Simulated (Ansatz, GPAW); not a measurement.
# Li₂BeGeTe₄ with GLLB-SC from a Python script

These are simulated results from GPAW 26.7.0, not measurements. The cell was built from a prototype and was relaxed with r2SCAN in plane waves (Ansatz 0.2.0). It may be hypothetical. All runs are without spin polarisation.

Space group I-42m (No. 121), tetragonal; a = 5.846 Å, c = 12.998 Å in the conventional setting, 27.77 Å³ an atom. Around Li lie 4 Te at 2.71 Å; around Be lie 4 Te at 2.49 Å; around Ge lie 4 Te at 2.62 Å; around Te lie 1 Be at 2.49 Å and 1 Ge at 2.62 Å and 2 Li at 2.71 Å.

GLLB-SC is a model potential. Its fundamental gap is the Kohn-Sham gap plus a derivative discontinuity, which the script evaluates at the band edges among the listed k points. Its total energy isn't variational and serves nothing here.

Input script:

```python
import json
from ase import Atoms
from gpaw import GPAW, PW, FermiDirac

atoms = Atoms(['Li', 'Li', 'Be', 'Ge', 'Te', 'Te', 'Te', 'Te'],
              cell=[[-2.92322416, 2.92322416, 6.49891765], [2.92322416, -2.92322416, 6.49891765], [2.92322416, 2.92322416, -6.49891765]],
              scaled_positions=[[0.75, 0.25, 0.5], [0.25, 0.75, 0.5], [0.0, 0.0, 0.0], [0.5, 0.5, 0.0], [0.875405038, 0.875405038, 0.51990102], [0.124594962, 0.644495982, 0.0], [0.644495982, 0.124594962, 0.0], [0.355504018, 0.355504018, 0.48009898]],
              pbc=True)
calc = GPAW(mode=PW(400), xc='GLLBSC', kpts={'size': (4, 4, 4), 'gamma': True},
            occupations=FermiDirac(0.02), maxiter=100, legacy_gpaw=True, txt='gpaw.txt')
atoms.calc = calc
res = {'energy': atoms.get_potential_energy(force_consistent=True)}
res['electrons'] = calc.get_number_of_electrons()
res['k'] = calc.get_ibz_k_points().tolist()
res['levels'] = [calc.get_eigenvalues(kpt=i).tolist() for i in range(len(res['k']))]
points = [[0.0, 0.0, 0.0], [0.0, 0.0, 0.5], [0.25, 0.25, 0.25], [0.0, 0.5, 0.0], [0.5, 0.5, -0.5], [0.30058, 0.69942, -0.30058], [-0.30058, 0.30058, 0.30058], [-0.101161, 0.101161, 0.5], [0.5, 0.5, -0.101161], [0.0, 0.0, 0.148438]]
bands = calc.fixed_density(kpts=points, symmetry='off', nbands=round(res['electrons']) // 2 + 6, convergence={'bands': -2}, txt='bands.txt')
res['points'] = [bands.get_eigenvalues(kpt=i).tolist() for i in range(len(points))]
homo, lumo = bands.get_homo_lumo()
potential = calc.hamiltonian.xc.response.calculate_discontinuity_potential(homo, lumo)
res['discontinuity'] = bands.hamiltonian.xc.response.calculate_discontinuity(potential)
json.dump(res, open('results.json', 'w'))
print('free energy (eV):', round(res['energy'], 5))
```

Command: `python run.py`. It took 2.7 min on 1 thread of Arm Neoverse N1, with other jobs on the host, peak memory 0.33 GiB.

The log gpaw.txt, trimmed of paths, versions and times, then the last line on the terminal. An iter line gives the energy in eV and the logarithms of the changes of orbitals (plane waves alone) and density (c: converged):

```
___ ___ ___ _ _ _
 |   |   |_  | | | |

 | | | | | . | | | |

 |__ |  _|___|_____|  26.7.0
 |___|_|

Input parameters:
  kpts: {gamma: True,
         size: (4, 4, 4)}
  maxiter: 100
  mode: {ecut: 400.0,
         name: pw}
  occupations: {fixmagmom: False,
                name: fermi-dirac,
                width: 0.02}
  xc: GLLBSC

System changes: positions, numbers, cell, pbc, initial_charges, initial_magmoms

Initialize ...

species:
  Li:
    name:    Lithium
    Z:       3.0
    valence: 1
    core:    2
    charge:  0.0  # [|e|]
    compensation charges:
      type: gauss
      rc: 0.33  # [Å]
      lmax: 2
    cutoffs:
      filter: 1.91  # [Å]
      core: 2.55  # [Å]
    projectors
    | kind |    occ | energy [eV] | rcut [Å] |

    |------|--------|-------------|----------|

    |   2s |  1.000 |      -4.279 |    1.058 |

    |   2p |  0.000 |      -2.495 |    1.058 |

    |    s |        |      22.932 |    1.058 |

    Using partial waves for Li as LCAO basis

  Be:
    name:    Beryllium
    Z:       4.0
    valence: 2
    core:    2
    charge:  0.0  # [|e|]
    compensation charges:
      type: gauss
      rc: 0.25  # [Å]
      lmax: 2
    cutoffs:
      filter: 1.42  # [Å]
      core: 1.84  # [Å]
    projectors
    | kind |    occ | energy [eV] | rcut [Å] |

    |------|--------|-------------|----------|

    |   2s |  2.000 |      -8.330 |    0.794 |

    |   2p |  0.000 |      -4.422 |    0.794 |

    |    s |        |      18.882 |    0.794 |

    Using partial waves for Be as LCAO basis

  Ge:
    name:    Germanium
    Z:       32.0
    valence: 4
    core:    28
    charge:  0.0  # [|e|]
    compensation charges:
      type: gauss
      rc: 0.32  # [Å]
      lmax: 2
    cutoffs:
      filter: 1.77  # [Å]
      core: 3.42  # [Å]
    projectors
    | kind |    occ | energy [eV] | rcut [Å] |

    |------|--------|-------------|----------|

    |   4s |  2.000 |     -13.001 |    1.005 |

    |   4p |  2.000 |      -5.408 |    1.005 |

    |    s |        |      14.211 |    1.005 |

    |    p |        |      21.803 |    1.005 |

    |    d |        |       0.000 |    1.005 |

    Using partial waves for Ge as LCAO basis

  Te:
    name:    Tellurium
    Z:       52.0
    valence: 6
    core:    46
    charge:  0.0  # [|e|]
    compensation charges:
      type: gauss
      rc: 0.36  # [Å]
      lmax: 2
    cutoffs:
      filter: 2.09  # [Å]
      core: 3.17  # [Å]
    projectors
    | kind |    occ | energy [eV] | rcut [Å] |

    |------|--------|-------------|----------|

    |   5s |  2.000 |     -17.259 |    1.180 |

    |   5p |  4.000 |      -8.515 |    1.196 |

    |    s |        |       9.952 |    1.180 |

    |    p |        |      18.697 |    1.196 |

    |    d |        |       0.000 |    1.238 |

    Using partial waves for Te as LCAO basis

Reference energy: -796698.855915  # eV

Spin-paired calculation

Convergence criteria:
 Maximum [total energy] change in last 3 cyles: 0.0005 eV / valence electron
 Maximum integral of absolute [dens]ity change: 0.0001 electrons / valence electron
 Maximum integral of absolute [eigenst]ate change: 4e-08 eV^2 / valence electron
 Maximum number of scf [iter]ations: 100
[... 13 lines left out ...]
64 k-points: 4 x 4 x 4 Monkhorst-Pack grid + [1/8,1/8,1/8]
13 k-points in the irreducible part of the Brillouin zone
       k-points in crystal coordinates                weights
   0:     0.00000000    0.00000000    0.00000000          1/64
   1:     0.25000000   -0.25000000    0.00000000          4/64
   2:     0.25000000   -0.25000000    0.25000000          4/64
   3:     0.25000000    0.00000000    0.00000000          8/64
   4:     0.25000000    0.25000000   -0.25000000          2/64
   5:     0.25000000    0.25000000    0.25000000          2/64
   6:     0.50000000    0.00000000    0.25000000          8/64
   7:     0.50000000    0.00000000    0.50000000          4/64
   8:     0.50000000    0.25000000    0.25000000         16/64
   9:     0.50000000    0.25000000    0.50000000          8/64
          ...
  12:     0.50000000    0.50000000    0.50000000          1/64

Wave functions: Plane wave expansion
  Cutoff energy: 400.000 eV
  Number of coefficients (min, max): 4014, 4101
  Pulay-stress correction: 0.000000 eV/Ang^3 (de/decut=0.000000)
  Using FFTW library
  ScaLapack parameters: grid=1x1, blocksize=None
  Wavefunction extrapolation:
    Improved wavefunction reuse through dual PAW basis

Occupation numbers: Fermi-Dirac:
  width: 0.0200  # eV

Eigensolver
   Davidson(niter=2)

Densities:
  Coarse grid: 36*36*36 grid
  Fine grid: 72*72*72 grid
  Total Charge: 0.000000

Density mixing:
  Method: separate
  Backend: msr1
  Linear mixing parameter: 0.05
  old densities: 10
  Width of damping distribution: 1.1
  Damping of long wavelength oscillations: 20

Hamiltonian:
  XC and Coulomb potentials evaluated on a 72*72*72 grid
  Using the GLLBSC Exchange-Correlation functional
  External potential:
    NoExternalPotential

XC parameters: GLLBSC functional being used consists of
  -----------------------------------------------------------------------
  | Weight | Module     | Description                                   |

  -----------------------------------------------------------------------
  |  1.000 | SCREENING  | GGA_X_PBE_SOL with 2 nearest neighbor stencil |

  |  1.000 | RESPONSE   | eps=0.0500 eV                                 |

  |  1.000 | XC         | GGA_C_PBE_SOL with 2 nearest neighbor stencil |

  -----------------------------------------------------------------------

Memory estimate:
  Process memory now: 127.35 MiB
  Calculator: 64.59 MiB
    Density: 23.91 MiB
      Arrays: 9.25 MiB
      Localized functions: 7.53 MiB
      Mixer: 7.12 MiB
    Hamiltonian: 6.27 MiB
      Arrays: 6.05 MiB
      XC: 0.00 MiB
      Poisson: 0.00 MiB
      vbar: 0.22 MiB
    Wavefunctions: 34.41 MiB
      Arrays psit_nG: 19.52 MiB
      Eigensolver: 1.90 MiB
      Projections: 0.38 MiB
      Projectors: 10.01 MiB
      PW-descriptor: 2.59 MiB

Total number of cores used: 1

Number of atoms: 8
Number of atomic orbitals: 32
Number of bands in calculation: 24
Number of valence electrons: 32
Bands to converge: occupied

... initialized

Initializing position-dependent things.

Density initialized from atomic densities
Creating initial wave functions:
  24 bands from LCAO basis set
Positions:
   0 Li     0.000000    2.923224    3.249459    ( 0.0000,  0.0000,  0.0000)
   1 Li     2.923224    0.000000    3.249459    ( 0.0000,  0.0000,  0.0000)
   2 Be     0.000000    0.000000    0.000000    ( 0.0000,  0.0000,  0.0000)
   3 Ge     0.000000    0.000000    6.498918    ( 0.0000,  0.0000,  0.0000)
   4 Te     1.519787    1.519787    7.999577    ( 0.0000,  0.0000,  0.0000)
   5 Te     1.519787   -1.519787    4.998259    ( 0.0000,  0.0000,  0.0000)
   6 Te    -1.519787    1.519787    4.998259    ( 0.0000,  0.0000,  0.0000)
   7 Te     1.403437    1.403437    1.500659    ( 0.0000,  0.0000,  0.0000)

Unit cell:
           periodic     x           y           z      points  spacing
  1. axis:    yes   -2.923224    2.923224    6.498918    36     0.1481
  2. axis:    yes    2.923224   -2.923224    6.498918    36     0.1481
  3. axis:    yes    2.923224    2.923224   -6.498918    36     0.1148

  Lengths:   7.702364   7.702364   7.702364
  Angles:  135.391723 135.391723  64.922156

Effective grid spacing dv^(1/3) = 0.1682

iter:   1   -27.241657
iter:   2   -30.413925   -0.82  -0.94
iter:   3   -34.538501   -0.56  -0.85
iter:   4   -31.610015   -1.34  -0.72
iter:   5   -31.445397   -2.06  -0.92
iter:   6   -31.202140   -1.75  -1.02
iter:   7   -31.191800   -2.76  -1.53
iter:   8   -31.118674   -2.75  -1.46
iter:   9   -31.103614   -3.52  -2.04
iter:  10   -31.096447   -3.95  -2.35
iter:  11   -31.083921   -4.52  -2.91
iter:  12   -31.085411c  -5.16  -3.10
iter:  13   -31.085788c  -5.71  -3.62
iter:  14   -31.088321c  -6.21  -3.81
iter:  15   -31.089660c  -6.56  -3.94
iter:  16   -31.089097c  -7.20  -4.50c
iter:  17   -31.089930c  -7.59c -4.58c

Converged after 17 iterations.

Energy contributions relative to reference atoms: (reference = -796698.855915)

Kinetic:       +110.734175
Potential:      -99.541807
External:        +0.000000
XC:             -39.030931
Entropy (-ST):   -0.000000
Local:           -3.251366
SIC:             +0.000000
--------------------------
Free energy:    -31.089930
Extrapolated:   -31.089930

GLLBSC response reference energy: 2.65212 eV (from HOMO)

Showing only first 2 kpts
 Kpt  Band  Eigenvalues  Occupancy
  0    14      2.65211    1.99999
  0    15      2.65211    1.99999
  0    16      3.24921    0.00000
  0    17      4.54502    0.00000

  1    14      1.64847    2.00000
  1    15      2.64111    1.99999
  1    16      3.72405    0.00000
  1    17      5.82777    0.00000

Fermi level: 2.89518

Gap: 0.471 eV
Transition (v -> c):
  (s=0, k=0, n=15, [0.00, 0.00, 0.00]) -> (s=0, k=10, n=16, [0.50, 0.50, 0.00])
Direct/indirect transitions are different
Direct gap: 0.556 eV
Transition at: (s=0, k=10, n=15, [0.50, 0.50, 0.00])

free energy (eV): -31.08993
```

The gap in the log is over the mesh alone; results.json adds the listed points. GLLB-SC gives a gap of 0.69 eV (0.468 eV Kohn-Sham over the listed points plus 0.221 eV discontinuity). On the same cell, plane-wave PBE (Ansatz, 6×6×6 k points and the special points) gives a gap of 0.22 eV and r2SCAN a gap of 0.47 eV; on shared hosts these took about 76 and 170 core-seconds on the 8-atom cell, against 160 for the script. Spin-orbit coupling, left out in all these runs, can cut or reorder the gap by tenths of an eV, up to about 1 eV with Pb or Bi.

Spin-orbit coupling is left out, which matters wherever the heavy atoms make up the band edges.
